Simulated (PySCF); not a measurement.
# [WOF5]−: forces at shaken geometries

Aim: move all atoms of relaxed [WOF5]− at random and read energies and forces. It is a constructed species; whether it can be made isn't addressed.

Method: BP86, W def2-SVP with ECP60, O def2-SVP, F def2-SVP; scalar-relativistic core potentials, no spin–orbit coupling; program: PySCF 2.14.0.

## (1) The system as given

7 atoms, charge -1, spin multiplicity 1.

Bond lengths: W1–O2 1.743 Å, W1–F3 1.909 Å, W1–F4 1.908 Å, W1–F5 1.908 Å, W1–F6 1.977 Å, W1–F7 1.909 Å. Angles: O2–W1–F3 95.0°, O2–W1–F4 94.3°, O2–W1–F5 94.6°, O2–W1–F6 179.5°, O2–W1–F7 94.5°, F3–W1–F4 89.7°, F3–W1–F5 89.5°, F3–W1–F6 85.5°, F3–W1–F7 170.5°, F4–W1–F5 171.0°, F4–W1–F6 85.4°, F4–W1–F7 89.8°, F5–W1–F6 85.7°, F5–W1–F7 89.6°, F6–W1–F7 85.0°.

Coordinates:

```
W     0.0705   -0.0439    0.0486
O     1.2895   -0.7441    1.0783
F    -0.0540    1.5899    1.0275
F    -1.3905   -0.7454    1.0561
F     1.3219    0.7807   -1.1330
F    -1.3194    0.7335   -1.1223
F    -0.0210   -1.5491   -1.1223
```

Formal oxidation states: W +6. An earlier session relaxed this geometry at BP86, W def2-SVP with ECP60, O def2-SVP, F def2-SVP (singlet, point group C4v).

Its energy there is -641.613322 Eh.

## (2) Atoms moved at random, σ = 0.03 Å

File run.py (the lines that set the calculation):

```python
mol = gto.M(atom='''
W      0.06279    -0.04864     0.08172
O      1.31770    -0.75987     1.08968
F     -0.03907     1.56207     0.99185
F     -1.41301    -0.75719     1.03100
F      1.29830     0.77975    -1.12718
F     -1.31683     0.71186    -1.10160
F     -0.01292    -1.46629    -1.13260''',
    basis={'W': 'def2-SVP', 'O': 'def2-SVP', 'F': 'def2-SVP'},
    ecp={'W': 'def2-SVP'},
    charge=-1, spin=0)
mf = dft.RKS(mol, xc='B88,P86')
mf.grids.atom_grid = (50, 194)
mf = mf.density_fit()  # fitting sets: W def2-universal-JKFIT, O def2-universal-JKFIT, F def2-universal-JKFIT
mf.conv_tol = 1e-08; mf.max_cycle = 55
mf.kernel(dm0)  # dm0: the density of the relaxed state
```

Command:

```sh
> OMP_NUM_THREADS=2 python run.py
```

## (3) Atoms moved at random, σ = 0.1 Å

File run.py (the lines that set the calculation):

```python
mol = gto.M(atom='''
W     -0.09892    -0.08892     0.08956
O      1.44842    -0.84757     1.12433
F     -0.04643     1.65420     0.89878
F     -1.46758    -0.82183     0.92092
F      1.38351     0.73210    -1.05214
F     -1.30016     0.86399    -1.04715
F     -0.02187    -1.47029    -1.10143''',
    basis={'W': 'def2-SVP', 'O': 'def2-SVP', 'F': 'def2-SVP'},
    ecp={'W': 'def2-SVP'},
    charge=-1, spin=0)
mf = dft.RKS(mol, xc='B88,P86')
mf.grids.atom_grid = (50, 194)
mf = mf.density_fit()  # fitting sets: W def2-universal-JKFIT, O def2-universal-JKFIT, F def2-universal-JKFIT
mf.conv_tol = 1e-08; mf.max_cycle = 55
mf.kernel(dm0)  # dm0: the density of the relaxed state
```

## (4) Atoms moved at random, σ = 0.03 Å

File run.py (the lines that set the calculation):

```python
mol = gto.M(atom='''
W      0.09904    -0.07629     0.00014
O      1.27662    -0.78003     1.08302
F     -0.08046     1.65813     1.04270
F     -1.37121    -0.75769     1.08685
F      1.32779     0.80308    -1.14194
F     -1.33214     0.71870    -1.14142
F     -0.02268    -1.54420    -1.09647''',
    basis={'W': 'def2-SVP', 'O': 'def2-SVP', 'F': 'def2-SVP'},
    ecp={'W': 'def2-SVP'},
    charge=-1, spin=0)
mf = dft.RKS(mol, xc='B88,P86')
mf.grids.atom_grid = (50, 194)
mf = mf.density_fit()  # fitting sets: W def2-universal-JKFIT, O def2-universal-JKFIT, F def2-universal-JKFIT
mf.conv_tol = 1e-08; mf.max_cycle = 55
mf.kernel(dm0)  # dm0: the density of the relaxed state
```

Q: Predict the outcome of this session. Wanted: for each run, σ; energy rise; harmonic estimate −½ F·u; largest force component.

As calculated:

| σ (Å) | energy rise (eV) | harmonic estimate −½ F·u (eV) | largest force component (eV/Å) |
| --- | --- | --- | --- |
| 0.03 | 0.101 | 0.104 | 1.37 |
| 0.03 | 0.261 | 0.252 | 3.22 |
| 0.1 | 2.046 | 1.858 | 12.64 |

Every displacement raises the energy. For a harmonic well the rise equals −½ F·u; at σ = 0.1 Å the two differ by 9 %, from anharmonicity and the small forces left at the relaxed point. These are double-zeta-type bases without diffuse functions. Spin–orbit coupling is left out.
